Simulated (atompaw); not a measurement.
# A PAW (atompaw) potential for arsenic, from input to tests

Do these settings give a usable potential? It is generated, then checked for scattering, ghosts and hardness.

Method: atompaw 4.2.0.5, PBE, scalar-relativistic.

## Step 1: Starting point

Typed settings, in words:

```
element                 : arsenic (As, Z = 33)
type                    : PAW
frozen core             : [Ar]
valence charge          : 15
reference configuration : 3d10 4s2 4p3
partial waves           : 4s (bound): rc 1.75 bohr; 4s channel at 1.65 Ry: rc 1.75 bohr; 4p (bound): rc 1.75 bohr; 4p channel at 2.7 Ry: rc 1.50 bohr; 3d (bound): rc 1.35 bohr; 3d channel at -1.3 Ry: rc 1.35 bohr
local potential         : troulliermartins scheme with l = 3 at 0.5 Ry, radius 1.30 bohr
core correction         : smooth core density matched at 1.60 bohr
augmentation charge     : sinc compensation charge, radius 1.30 bohr; PAW radius 1.75 bohr; waves and projectors: custom polynom gramschmidtortho
```

The outer shells as boxes (Hund's rule for the drawing; the calculation is spin-unpolarised):

```
[Ar] core
3d [↑↓][↑↓][↑↓][↑↓][↑↓]
4s [↑↓]
4p [↑ ][↑ ][↑ ]
```

## Step 2: The generation run

Input file As.input:

```
As 33
GGA-PBE scalarrelativistic loggrid 1500 logderivrange -5 5 251
4 4 3 0 0 0
4 1 3
0 0 0
c
c
c
v
c
c
v
v
2
1.75 1.30 1.30 1.60
y
1.65
n
y
2.7
n
y
-1.3
n
custom polynom gramschmidtortho sinc
3 0.5 troulliermartins
1.75
1.75
1.75
1.50
1.35
1.35
PWSCFOUT
UPFDX 0.0125d0 UPFXMIN -7.d0 UPFZMESH 33.d0
END
```

The run is started by

```bash
$ atompaw < As.input > As.log
```

Before running it: what results should come out? Wanted: cutoffs for 10 and 1 mRy, occupied levels; bound ghosts; largest phase difference near zero energy, channels read; lowest eigenvalue of the overlap; share of valence orbitals outside the PAW sphere; UPF file.

The runs gave:

| quantity | value |
| --- | --- |
| cutoffs for 10 and 1 mRy, occupied levels | 90 Ry and 140 Ry |
| bound ghosts | s at -1547.50 eV |
| largest phase difference near zero energy, channels read | 0.001 rad |
| lowest eigenvalue of the overlap (Bessel basis) | 0.018 (s) |
| share of valence orbitals outside the PAW sphere | 4s 55 %, 4p 76 %, 3d 1 % |
| UPF file | written |

In words: It has a bound ghost (s), a state that the atom doesn't have, and that rules the file out. Close by lies the frozen 2s level (-1486.8 eV). By its cutoff, 90 Ry for the looser tolerance, it is hard. The slowest occupied level is 3d: taken alone it needs 90 Ry to come within 1 mRy, against 21 Ry for 4p. Near zero energy the phases of the channels with partial waves agree within 0.001 rad.
